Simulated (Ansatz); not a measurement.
# CH6BNTe: the cost of one run

All numbers are computed with Ansatz 0.2.0 through its Python package. Level of theory: PBE0/def2-SVP.

## 1. Starting point

Bond lengths: C1–B2 1.520 Å, B2–N3 1.506 Å, B2–Te4 2.266 Å, C1–H5 1.151 Å, C1–H6 1.129 Å, C1–H7 1.146 Å, N3–H8 1.093 Å, N3–H9 1.104 Å, Te4–H10 1.697 Å. Angles: C1–B2–N3 119.2°, C1–B2–Te4 120.3°, N3–B2–Te4 120.4°, B2–C1–H5 111.7°, B2–C1–H6 114.2°, B2–C1–H7 111.4°, H5–C1–H6 106.8°, H5–C1–H7 106.5°, H6–C1–H7 105.9°, B2–N3–H8 106.3°, B2–N3–H9 108.1°, H8–N3–H9 102.7°, B2–Te4–H10 89.2°.

No structure file is read: the coordinates are typed or built in the script.

## 2. The script

The input, ch6bnte.py:

```python
'''Energy to split CH6BNTe into its atoms.'''

from collections import Counter

import ansatz
from ase import Atoms


def single_point(molecule, charge=0, unpaired=0):
    calc = molecule.calculation().basis(gaussian='def2-SVP').functional('pbe0')
    if charge:
        calc = calc.charge(charge)
    if unpaired:
        calc = calc.spin('collinear', total=unpaired)
    return calc.run(threads=1).report['free_energy_ev']


def main() -> None:
    atoms = Atoms(['C', 'B', 'N', 'Te', 'H', 'H', 'H', 'H', 'H', 'H'], positions=[
        (-1.123, 0.6763, -0.2327),
        (0.005, -0.3355, -0.1144),
        (0.1444, -1.1367, 1.1536),
        (1.4733, -0.6165, -1.8169),
        (-1.8235, 0.4314, -1.1125),
        (-1.7713, 0.7551, 0.6877),
        (-0.7193, 1.7317, -0.4227),
        (1.0576, -1.728, 1.0439),
        (0.4017, -0.4412, 1.9713),
        (2.4385, 0.6123, -1.1544),
    ])
    ch6bnte = ansatz.Crystal.molecule_from_ase(atoms)

    # unpaired electrons of the ground-state atoms
    unpaired = {'C': 2, 'B': 1, 'N': 3, 'Te': 2, 'H': 1}
    counts = Counter(site.symbol for site in ch6bnte.cartesian_sites)
    atom_energy = {s: single_point(ansatz.Crystal.molecule().atom(s, (0, 0, 0)), 0, unpaired[s]) for s in counts}
    whole = single_point(ch6bnte, 0, 0)
    for s, e in atom_energy.items():
        print(f'{s:2s} x{counts[s]}  {e:14.5f} eV')
    print(f'CH6BNTe: {whole:.5f} eV')
    split = sum(counts[s] * e for s, e in atom_energy.items()) - whole
    print(f'atomisation energy (no zero-point term): {23.060548 * split:.1f} kcal/mol, {split / sum(counts.values()):.3f} eV an atom')


if __name__ == '__main__':
    main()
```

## 3. The input behind the calls

The engine receives this input (first run):

```yaml
crystal:
  periodic: [false, false, false]
  atoms:
    - { symbol: C, position_ang: [0.0, 0.0, 0.0] }
basis:
  gaussian:
    orbitals: def2-SVP
hamiltonian:
  xc: pbe0
magnetization:
  spin_polarized: true
  initial_magnetization: 2.0
```

## 4. The run

Launch:

```
> python ch6bnte.py
```

Q: Estimate wall time and peak memory on 1 thread of Arm Neoverse V1, shared host.

About 4.3 s, with a peak of 0.25 GiB.
